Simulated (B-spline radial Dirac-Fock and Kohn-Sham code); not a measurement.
# An X-ray data sheet for As⁷⁺, step by step

What does theory give for arsenic as As⁷⁺? The session works out its X-ray form factor and Compton profile, the binding energy of each subshell, how cheaper methods do for the levels, its photoionisation cross sections and the widths and yields of its core holes.

Method: a free atom or ion on a radial basis; each step names its model; computed with B-spline radial Dirac-Fock and Kohn-Sham code, version 2.

### Step 1. The atom as given

Arsenic as As⁷⁺ in the configuration [Ar] 3d8.

```yaml
nuclear_charge: 33
electrons: 26
mass_number: 75
nuclear_rms_radius: 4.0968 fm
```

Outer shells as boxes (Hund's rule, for the drawing alone; heavy ions are jj-coupled, and the calculation averages over the configuration):

```
[Ar] core
3d [↑↓][↑↓][↑↓][↑ ][↑ ]
```

### Step 2. Scattering by the electron cloud

Model: Dirac-Fock average of configuration, finite nucleus; form factor of the spherical density, Waller-Hartree incoherent function, impulse-approximation Compton profiles.

Settings, as recorded:

```ini
task = scatter
Z = 33
charge = 7
configuration = 1s2 2s2 2p6 3s2 3p6 3d8
mass_number = 75
rms_radius = 4.0968  # fm
s = [0.0, 0.05, 0.1, 0.15, 0.2, 0.25, 0.3, 0.35, 0.4, 0.45, 0.5, 0.6, 0.7, 0.8, 0.9, 1.0, 1.1, 1.2, 1.4, 1.6, 1.8, 2.0, 2.5, 3.0, 3.5, 4.0, 5.0, 6.0]  # 1/A
pz = [0, 0.1, 0.2, 0.3, 0.4, 0.5, 0.6, 0.8, 1.0, 1.2, 1.4, 1.6, 1.8, 2.0, 2.5, 3.0, 4.0, 5.0, 7.0, 10.0, 15.0, 20.0, 30.0, 40.0, 60.0, 100.0]  # a.u.
photon_energy = [1000, 5000, 10000, 17479.3, 20000, 30000, 100000, 500000]  # eV
```

Results of the run (chosen fields of its result record, rounded):

```text
{
  "status": "converged",
  "form_factor [e]": [26.0, 25.868, 25.478, 24.85, 24.012, 23.001, 21.859, 20.629, 19.352, 18.067, 16.804, 14.446, 12.411, 10.744, 9.4312, 8.4229, 7.6573, 7.0733, 6.248, 5.6494, 5.1287, 4.6317, 3.4835, 2.5902, 1.9921, 1.6226, 1.2514, 1.0606],
  "incoherent": [9.7629e-12, 0.12395, 0.48652, 1.0616, 1.8106, 2.6891, 3.652, 4.6594, 5.6782, 6.6839, 7.6596, 9.4838, 11.115, 12.554, 13.814, 14.911, 15.864, 16.692, 18.053, 19.132, 20.022, 20.775, 22.211, 23.159, 23.78, 24.204, 24.763, 25.141],
  "compton_total [1/a.u.]": [2.8139, 2.8125, 2.8083, 2.8012, 2.7913, 2.7785, 2.7628, 2.7226, 2.6702, 2.6056, 2.5287, 2.44, 2.3405, 2.232, 1.935, 1.6322, 1.1197, 0.78022, 0.43734, 0.22552, 0.089633, 0.042035, 0.012624, 0.0046258, 0.00086672, 7.6343e-05],
  "shells": ["1s1/2", "2s1/2", "2p1/2", "2p3/2", "3s1/2", "3p1/2", "3p3/2", "3d3/2", "3d5/2"],
  "occupation": [2.0, 2.0, 2.0, 4.0, 2.0, 2.0, 4.0, 3.2, 4.8],
  "mean_momentum [a.u.]": [28.563, 9.7495, 13.125, 12.854, 4.2389, 5.0161, 4.9399, 5.5914, 5.5627],
  "r2 [bohr^2]": 7.1959,
  "r_inverse [1/bohr]": 160.33,
  "r1 [bohr]": 11.175,
  "coherent [b]": [443.81, 336.15, 192.53, 98.123, 82.467, 47.105, 6.3763, 0.30262],
  "incoherent_cross_section [b]": [0.10615, 2.0524, 5.0664, 8.0483, 8.7088, 10.4, 11.633, 7.4437],
  "radial_jk": {
    "3d": {"j0": [1.0, 0.99176, 0.96753, 0.92868, 0.87732, 0.81608, 0.74788, 0.6756, 0.60195, 0.52927, 0.45945, 0.33358, 0.23041, 0.15064, 0.091809, 0.050181, 0.021866, 0.0034168, -0.014444, -0.018621, -0.017159, -0.013913, -0.0064871, -0.0025891, -0.00093971, -0.00029861, 1.5695e-05, 3.6376e-05], "j2": [0.0, 0.0032875, 0.012879, 0.027997, 0.047461, 0.069831, 0.093575, 0.11722, 0.13949, 0.15935, 0.17611, 0.19894, 0.20764, 0.20451, 0.19288, 0.17606, 0.15672, 0.13682, 0.099944, 0.070175, 0.047972, 0.032165, 0.011124, 0.0035183, 0.00093295, 0.00011128, -0.00014959, -9.9744e-05], "j4": [0.0, 5.0977e-06, 7.9753e-05, 0.00038905, 0.0011681, 0.0026729, 0.0051287, 0.0086875, 0.013403, 0.019221, 0.025994, 0.041469, 0.057681, 0.072588, 0.084757, 0.093485, 0.098686, 0.10068, 0.097217, 0.087616, 0.075491, 0.063125, 0.037472, 0.021221, 0.011915, 0.0067557, 0.0023052, 0.0008614], "r2": 0.44918, "r4": 0.39714, "r6": 0.59434}
  }
}
```

Form factor and incoherent function, every second point:

| s (1/Å) | f (e) | f / N | S(s) |
| --- | --- | --- | --- |
| 0 | 26.00 | 1.000 | 0 |
| 0.100 | 25.48 | 0.980 | 0.4865 |
| 0.200 | 24.01 | 0.924 | 1.811 |
| 0.300 | 21.86 | 0.841 | 3.652 |
| 0.400 | 19.35 | 0.744 | 5.678 |
| 0.500 | 16.80 | 0.646 | 7.660 |
| 0.700 | 12.41 | 0.477 | 11.12 |
| 0.900 | 9.431 | 0.363 | 13.81 |
| 1.10 | 7.657 | 0.295 | 15.86 |
| 1.40 | 6.248 | 0.240 | 18.05 |
| 1.80 | 5.129 | 0.197 | 20.02 |
| 2.50 | 3.484 | 0.134 | 22.21 |
| 3.50 | 1.992 | 0.077 | 23.78 |
| 5.00 | 1.251 | 0.048 | 24.76 |

### Step 3. Hole states by ΔSCF

Model: Dirac-Fock average of configuration, Delta-SCF, finite nucleus, first-order Breit with its frequency dependence, self-energy and vacuum polarisation.

The run's settings:

```ini
task = binding
```

Results of the run (chosen fields of its result record, rounded):

```text
{
  "status": "converged",
  "shells": ["K", "L1", "L2", "L3", "M1", "M2", "M3", "M4,5"],
  "total_energy_parts [Ha]": [-2243.57812, 1.16346111, -0.109185946, -0.00448480291, 0.78041193, -0.0753211217],
  "koopmans [eV]": [12089.3, 1710.94, 1537.22, 1500.28, 353.449, 292.413, 286.802, 185.574],
  "dirac_coulomb [eV]": [12045.9, 1692.32, 1516.46, 1479.9, 350.202, 289.143, 283.657, 182.253],
  "gaunt [eV]": [-17.9187, -1.30744, -2.43641, -1.71293, -0.161242, -0.305312, -0.194097, -0.0135449],
  "retardation [eV]": [1.15474, 0.0513084, 0.260915, 0.261055, 0.00623682, 0.0356455, 0.0355399, 0.00168947],
  "breit_frequency [eV]": [0.0537155, -0.0066749, -0.000951616, 0.0235466, -0.00119347, -0.000603474, 0.00334759, -0.000525941],
  "self_energy [eV]": [-8.95449, -0.962043, 0.106592, 0.0245021, -0.161483, 0.0152042, 0.0028859, 0.00987751],
  "vacuum_polarisation [eV]": [0.882855, 0.0883506, -0.00619082, -0.00693123, 0.0144274, -0.000962312, -0.00109237, -0.000780669],
  "binding [eV]": [12021.1, 1690.19, 1514.38, 1478.49, 349.899, 288.886, 283.504, 182.25],
  "mean_radius [bohr]": [0.0454778, 0.201692, 0.174516, 0.178143, 0.584074, 0.590939, 0.599623, 0.610042]
}
```

total_energy_parts: Dirac-Coulomb, Gaunt, retardation, frequency dependence, self-energy, vacuum polarisation. 

Each level as Koopmans' value plus corrections (eV):

| level | -ε | relaxation | Breit | QED | binding |
| --- | --- | --- | --- | --- | --- |
| K (1s) | 12089.3 | -43.45 | -16.71 | -8.07 | 12021.1 |
| L1 (2s) | 1710.9 | -18.62 | -1.26 | -0.87 | 1690.2 |
| L2 (2p1/2) | 1537.2 | -20.76 | -2.18 | 0.10 | 1514.4 |
| L3 (2p3/2) | 1500.3 | -20.37 | -1.43 | 0.02 | 1478.5 |
| M1 (3s) | 353.4 | -3.25 | -0.16 | -0.15 | 349.9 |
| M2 (3p1/2) | 292.4 | -3.27 | -0.27 | 0.01 | 288.9 |
| M3 (3p3/2) | 286.8 | -3.14 | -0.16 | 0.00 | 283.5 |
| M4,5 (3d) | 185.6 | -3.32 | -0.01 | 0.01 | 182.2 |

X-ray lines as differences of these levels:

| line | energy (eV) |
| --- | --- |
| Kβ1 (K-M3) | 11737.6 |
| Kβ3 (K-M2) | 11732.2 |
| Kα1 (K-L3) | 10542.6 |
| Kα2 (K-L2) | 10506.7 |
| Lβ3 (L1-M3) | 1406.7 |
| Lβ4 (L1-M2) | 1401.3 |
| Lη (L2-M1) | 1164.5 |
| Lℓ (L3-M1) | 1128.6 |

### Step 4. The levels by Dirac LDA

Model: Dirac-Kohn-Sham LDA (Slater exchange, VWN correlation), finite nucleus, spherical and without spin polarisation.

Settings, as recorded:

```ini
task = binding-ladder
method = lda,vwn
relativity = dirac
```

Results of the run (chosen fields of its result record, rounded):

```text
{
  "status": "converged",
  "shells": ["K", "L1", "L2", "L3", "M1", "M2", "M3", "M4,5"],
  "minus_eigenvalue [eV]": [11832.4, 1621.36, 1464.74, 1428.24, 318.39, 265.342, 259.981, 167.974],
  "delta_scf [eV]": [12043.5, 1660.8, 1511.81, 1474.22, 335.239, 282.09, 276.557, 184.437],
  "total_energy [Ha]": -2241.53578,
  "dirac_fock_binding [eV]": [12021.1, 1690.19, 1514.38, 1478.49, 349.899, 288.886, 283.504, 182.25]
}
```

Against the Dirac-Fock value with Breit and QED (eV):

| level | -ε | miss | ΔSCF | miss | Dirac-Fock |
| --- | --- | --- | --- | --- | --- |
| K | 11832.4 | -188.7 | 12043.5 | +22.4 | 12021.1 |
| L1 | 1621.4 | -68.8 | 1660.8 | -29.4 | 1690.2 |
| L2 | 1464.7 | -49.6 | 1511.8 | -2.6 | 1514.4 |
| L3 | 1428.2 | -50.3 | 1474.2 | -4.3 | 1478.5 |
| M1 | 318.4 | -31.5 | 335.2 | -14.7 | 349.9 |
| M2 | 265.3 | -23.5 | 282.1 | -6.8 | 288.9 |
| M3 | 260.0 | -23.5 | 276.6 | -6.9 | 283.5 |
| M4,5 | 168.0 | -14.3 | 184.4 | +2.2 | 182.2 |

### Step 5. Photoionisation

Model: independent-particle photoionisation: Dirac-Hartree-Slater potential of the initial state with a Latter tail for bound and continuum orbitals, all multipoles in the length form, thresholds from Dirac-Fock Delta-SCF.

Recorded inputs:

```ini
task = photo
photon_energy = [33.2, 66.8, 80, 200, 753.0, 1000, 1253.6, 2984.4, 10300.0, 13400.0, 15000, 17479.3, 43500.0, 73300.0, 74300.0, 150000]  # eV
```

Results of the run (chosen fields of its result record, rounded):

```text
{
  "status": "converged",
  "shells": ["K", "L1", "L2", "L3", "M1", "M2", "M3", "M4", "M5"],
  "occupation": [2.0, 2.0, 2.0, 4.0, 2.0, 2.0, 4.0, 3.2, 4.8],
  "threshold [eV]": [12021.1, 1690.19, 1514.38, 1478.49, 349.899, 288.886, 283.504, 182.771, 181.902],
  "sigma [Mb]": [
    ["K", "-", "-", "-", "-", "-", "-", "-", "-", "-", 0.0143, 0.0106, 0.0071, 0.000556, 0.000119, 0.000115, 1.38e-05],
    ["L1", "-", "-", "-", "-", "-", "-", "-", 0.0291, 0.00205, 0.00109, 0.000821, 0.000557, 4.82e-05, 1.08e-05, 1.04e-05, 1.31e-06],
    ["L2", "-", "-", "-", "-", "-", "-", "-", 0.0301, 0.000663, 0.000277, 0.000189, 0.000112, 4.56e-06, 6.97e-07, 6.64e-07, 5.44e-08],
    ["L3", "-", "-", "-", "-", "-", "-", "-", 0.0567, 0.00119, 0.000491, 0.000334, 0.000197, 7.51e-06, 1.1e-06, 1.04e-06, 7.93e-08],
    ["M1", "-", "-", "-", "-", 0.0628, 0.0392, 0.0266, 0.00509, 0.000331, 0.000175, 0.000132, 8.96e-05, 7.8e-06, 1.76e-06, 1.7e-06, 2.14e-07],
    ["M2", "-", "-", "-", "-", 0.0808, 0.0475, 0.0299, 0.00369, 9.82e-05, 4.21e-05, 2.9e-05, 1.74e-05, 7.38e-07, 1.15e-07, 1.09e-07, 9.05e-09],
    ["M3", "-", "-", "-", "-", 0.161, 0.0932, 0.0581, 0.00696, 0.000176, 7.47e-05, 5.12e-05, 3.05e-05, 1.22e-06, 1.81e-07, 1.72e-07, 1.32e-08],
    ["M4", "-", "-", "-", 1.93, 0.0808, 0.0344, 0.0169, 0.000797, 5.69e-06, 1.85e-06, 1.14e-06, 5.81e-07, 1.04e-08, 9.99e-10, 9.4e-10, 4.58e-11],
    ["M5", "-", "-", "-", 2.89, 0.119, 0.0504, 0.0247, 0.00115, 8.05e-06, 2.59e-06, 1.59e-06, 8.08e-07, 1.4e-08, 1.3e-09, 1.22e-09, 5.73e-11]
  ],
  "beta_dipole": [
    ["K", "-", "-", "-", "-", "-", "-", "-", "-", "-", 2.0, 2.0, 2.0, 1.99, 1.98, 1.98, 1.93],
    ["L1", "-", "-", "-", "-", "-", "-", "-", 2.0, 2.0, 2.0, 2.0, 2.0, 1.99, 1.98, 1.98, 1.93],
    ["L2", "-", "-", "-", "-", "-", "-", "-", 1.43, 0.978, 0.855, 0.802, 0.733, 0.369, 0.196, 0.192, -0.0489],
    ["L3", "-", "-", "-", "-", "-", "-", "-", 1.46, 0.978, 0.841, 0.782, 0.703, 0.247, -0.00962, -0.0165, -0.407],
    ["M1", "-", "-", "-", "-", 2.0, 2.0, 2.0, 2.0, 2.0, 2.0, 2.0, 2.0, 1.99, 1.98, 1.98, 1.93],
    ["M2", "-", "-", "-", "-", 1.6, 1.61, 1.6, 1.4, 0.917, 0.802, 0.754, 0.69, 0.353, 0.185, 0.181, -0.0522],
    ["M3", "-", "-", "-", "-", 1.61, 1.63, 1.61, 1.43, 0.912, 0.784, 0.729, 0.655, 0.228, -0.0237, -0.0306, -0.412],
    ["M4", "-", "-", "-", 0.527, 1.22, 1.19, 1.14, 0.827, 0.407, 0.33, 0.295, 0.25, 0.0324, -0.221, -0.226, -0.563],
    ["M5", "-", "-", "-", 0.551, 1.21, 1.17, 1.12, 0.81, 0.409, 0.338, 0.306, 0.265, 0.0813, -0.158, -0.163, -0.491]
  ]
}
```

Rows start with the subshell; columns follow the photon energies; blanks lie below or just at threshold.

Totals and shares by shell:

| hν (eV) | total (kb) | K (%) | L (%) | M (%) |
| --- | --- | --- | --- | --- |
| 200.00 | 4820 | - | - | 100.0 |
| 753.00 | 504 | - | - | 100.0 |
| 1000.0 | 265 | - | - | 100.0 |
| 1253.6 | 156 | - | - | 100.0 |
| 2984.4 | 134 | - | 86.7 | 13.3 |
| 10300 | 4.53 | - | 86.3 | 13.7 |
| 13400 | 16.4 | 86.9 | 11.3 | 1.8 |
| 15000 | 12.2 | 87.2 | 11.0 | 1.8 |
| 17479 | 8.11 | 87.6 | 10.7 | 1.7 |
| 43500 | 0.626 | 88.8 | 9.6 | 1.6 |
| 73300 | 0.134 | 89.0 | 9.4 | 1.5 |
| 74300 | 0.129 | 89.0 | 9.4 | 1.5 |
| 150000 | 0.0155 | 89.2 | 9.3 | 1.5 |

### Step 6. Widths and yields

Model: independent-particle rates: relativistic LDA orbitals of the hole state, multipoles to L = 3 (length form), Coulomb Auger matrix elements with a Latter-tail continuum; energies from Dirac-Fock.

Settings, as recorded:

```ini
task = decay
holes = ["K", "L1", "L2", "L3", "M1", "M2", "M3"]
```

Results of the run (chosen fields of its result record, rounded):

```text
{
  "status": "converged",
  "K": {
    "width_radiative": 1.1761,
    "width_radiative_velocity": 1.2105,
    "width_nonradiative": 0.88385,
    "coster_kronig": {},
    "radiative": [["L3", 10543.0, 0.67976], ["L2", 10507.0, 0.35074], ["M3", 11738.0, 0.096321], ["M2", 11732.0, 0.049096], ["M5", 11839.0, 0.0001403], ["M4", 11838.0, 9.7017e-05]],
    "auger": [["L2L3", 8934.0, 0.27945], ["L3L3", 8969.1, 0.15193], ["L1L3", 8774.0, 0.11344], ["L1L2", 8737.3, 0.065729], ["L1L1", 8555.4, 0.054976], ["L3M3", 10219.0, 0.03967]]
  },
  "L1": {
    "width_radiative": 0.010892,
    "width_radiative_velocity": 0.010768,
    "width_nonradiative": 0.56298,
    "coster_kronig": {},
    "radiative": [["M3", 1406.7, 0.0068774], ["M2", 1401.3, 0.0037859], ["L3", 211.69, 0.0001477], ["L2", 175.8, 4.1153e-05], ["M5", 1508.3, 2.3817e-05], ["M4", 1507.4, 1.5971e-05]],
    "auger": [["M1M3", 1026.0, 0.11725], ["M4M5", 1291.4, 0.097554], ["M1M5", 1125.0, 0.097236], ["M1M4", 1124.1, 0.066404], ["M1M2", 1020.4, 0.060548], ["M1M1", 954.54, 0.031794]]
  },
  "L2": {
    "width_radiative": 0.013825,
    "width_radiative_velocity": 0.014259,
    "width_nonradiative": 0.81803,
    "coster_kronig": {},
    "radiative": [["M4", 1331.6, 0.013262], ["M1", 1164.5, 0.00056034], ["M3", 1230.9, 2.3108e-06], ["M5", 1332.5, 1.0287e-08], ["L3", 35.89, 2.8541e-10], ["M2", 1225.5, 4.5917e-11]],
    "auger": [["M4M5", 1115.6, 0.22231], ["M2M3", 908.78, 0.16078], ["M2M5", 1010.2, 0.11349], ["M3M4", 1015.0, 0.074432], ["M2M4", 1010.8, 0.060025], ["M1M2", 844.62, 0.05144]]
  },
  "L3": {
    "width_radiative": 0.01359,
    "width_radiative_velocity": 0.013973,
    "width_nonradiative": 0.85417,
    "coster_kronig": {},
    "radiative": [["M5", 1296.6, 0.011668], ["M4", 1295.7, 0.0013084], ["M1", 1128.6, 0.0006112], ["M2", 1189.6, 1.1709e-06], ["M3", 1195.0, 1.127e-06]],
    "auger": [["M4M5", 1079.8, 0.17619], ["M3M5", 980.75, 0.13566], ["M3M3", 877.75, 0.12659], ["M5M5", 1080.6, 0.11971], ["M3M4", 979.12, 0.089268], ["M2M3", 872.89, 0.087256]]
  },
  "M1": {
    "width_radiative": 6.4252e-05,
    "width_radiative_velocity": 4.9815e-05,
    "width_nonradiative": 0,
    "coster_kronig": {},
    "radiative": [["M3", 66.395, 4.6454e-05], ["M2", 61.013, 1.7757e-05], ["M5", 168.0, 2.4388e-08], ["M4", 167.13, 1.5728e-08]],
    "auger": []
  },
  "M2": {
    "width_radiative": 0.00014267,
    "width_radiative_velocity": 0.00011982,
    "width_nonradiative": 0,
    "coster_kronig": {},
    "radiative": [["M4", 106.12, 0.00014267], ["M3", 5.3829, 9.6749e-13], ["M5", 106.98, 5.4078e-13]],
    "auger": []
  },
  "M3": {"width_radiative": 0.00012734, "width_radiative_velocity": 0.00010582, "width_nonradiative": 0, "coster_kronig": {}, "radiative": [["M5", 101.6, 0.00011496], ["M4", 100.73, 1.2386e-05]], "auger": []}
}
```

All in eV. For each hole the six strongest lines (shell, energy, width) and Auger groups (final holes, energy, width) are shown.

Widths (eV), yields and lifetimes:

| hole | radiative | Auger | Coster-Kronig | total | yield | lifetime (fs) |
| --- | --- | --- | --- | --- | --- | --- |
| K (1s) | 1.18 | 0.884 | 0 | 2.06 | 0.571 | 0.320 |
| L1 (2s) | 0.0109 | 0.563 | 0 | 0.574 | 0.0190 | 1.15 |
| L2 (2p1/2) | 0.0138 | 0.818 | 0 | 0.832 | 0.0166 | 0.791 |
| L3 (2p3/2) | 0.0136 | 0.854 | 0 | 0.868 | 0.0157 | 0.759 |
| M1 (3s) | 6.43e-05 | 0 | 0 | 6.43e-05 | 1.00 | 10200 |
| M2 (3p1/2) | 1.43e-04 | 0 | 0 | 1.43e-04 | 1.00 | 4610 |
| M3 (3p3/2) | 1.27e-04 | 0 | 0 | 1.27e-04 | 1.00 | 5170 |

Emission lines that fill the K hole:

```
Kα2 10506.7      51.6 ##########################
Kα1 10542.6       100 ################################
Kβ3 11732.2      7.22 #######
Kβ1 11737.6      14.2 #############
```
(bars on a logarithmic scale, % of the strongest)

### Step 7. The levels by non-relativistic HF

Model: non-relativistic Hartree-Fock, average of configuration, point nucleus.

Settings, as recorded:

```ini
task = binding-ladder
method = hf
relativity = nr
```

Results of the run (chosen fields of its result record, rounded):

```text
{
  "status": "converged",
  "shells": ["1s", "2s", "2p", "3s", "3p", "3d"],
  "minus_eigenvalue [eV]": [11909.0, 1670.15, 1502.78, 346.021, 286.681, 186.526],
  "delta_scf [eV]": [11866.7, 1651.97, 1482.58, 342.912, 283.565, 183.195],
  "total_energy [Ha]": -2218.30618
}
```

Beside the Dirac-Fock ΔSCF result with Breit and QED, in eV:

| level | -ε | miss | ΔSCF | miss | Dirac-Fock |
| --- | --- | --- | --- | --- | --- |
| 1s | 11909.0 | -112.0 | 11866.7 | -154.4 | 12021.1 |
| 2s | 1670.2 | -20.0 | 1652.0 | -38.2 | 1690.2 |
| 2p | 1502.8 | +12.3 | 1482.6 | -7.9 | 1490.5 |
| 3s | 346.0 | -3.9 | 342.9 | -7.0 | 349.9 |
| 3p | 286.7 | +1.4 | 283.6 | -1.7 | 285.3 |
| 3d | 186.5 | +4.3 | 183.2 | +0.9 | 182.2 |

Spin-orbit partners are averaged with weights 2j + 1.

### Step 8. Cost and miss by method

| method | level | eigenvalue miss (%) | ΔSCF miss (%) | time |
| --- | --- | --- | --- | --- |
| Dirac LDA | K | -1.57 | +0.19 | 2.4 s |
| non-relativistic HF | 1s | -0.93 | -1.28 | 0.24 s |
| Dirac-Fock + Breit + QED | all | - | reference | 3.8 s |

Times cover the ground state and all hole states of a step, on one thread of a shared host; states solved in an earlier step are reused, and a first call can include compiling.

### Step 9. Outcome

| quantity | value |
| --- | --- |
| rms radius of the electron cloud | 0.526 bohr |
| form factor halves at | 0.67 1/Å |
| Compton profile at zero | 2.814 1/a.u. |
| deepest level listed, K (1s) | 12021.1 eV |
| least bound, M4,5 (3d) | 182.2 eV |
| Kα1 | 10542.6 eV |
| ionisation energy, NIST (theoretical) | 180.000 eV |
| Dirac LDA, K: eigenvalue / ΔSCF | 11832.4 / 12043.5 eV |
| total at 1253.6 eV | 156 kb |
| strongest subshell at 1253.6 eV | M3 (3p3/2), 58.1 kb, β = 1.61 |
| K hole: width, yield | 2.06 eV, 0.571 |
| its lifetime | 0.320 fs |
| its strongest line | Kα1 (K-L3), 10542.6 eV |
| non-relativistic HF, 1s: eigenvalue / ΔSCF | 11909.0 / 11866.7 eV |

**Reading.** f falls from 26 to half of that at s = 0.67 1/Å. Incoherent scattering outweighs coherent from 100 keV on, among the energies asked. The K (1s) level lies 43.5 eV under Koopmans' value by relaxation alone; Breit gives -16.71 and QED -8.07 eV. NIST's ionisation energy differs by -2.25 eV from the least binding energy; the calculation averages open shells over their j components and terms. Dirac LDA misses the K level by -1.6 % with its eigenvalue and by +0.2 % with ΔSCF, so total-energy differences mend most of the error. M3 (3p3/2) leads at 1253.6 eV with 37 % of the total, and the K shell holds 89 % at 150000 eV. The K hole lives 0.32 fs and decays mostly by X-ray emission (yield 0.57). Non-relativistic HF misses the 1s level by -0.9 % with its eigenvalue and by -1.3 % with ΔSCF, as relativity is missing. The Hartree-Fock and Dirac-Fock values hold no electron correlation.
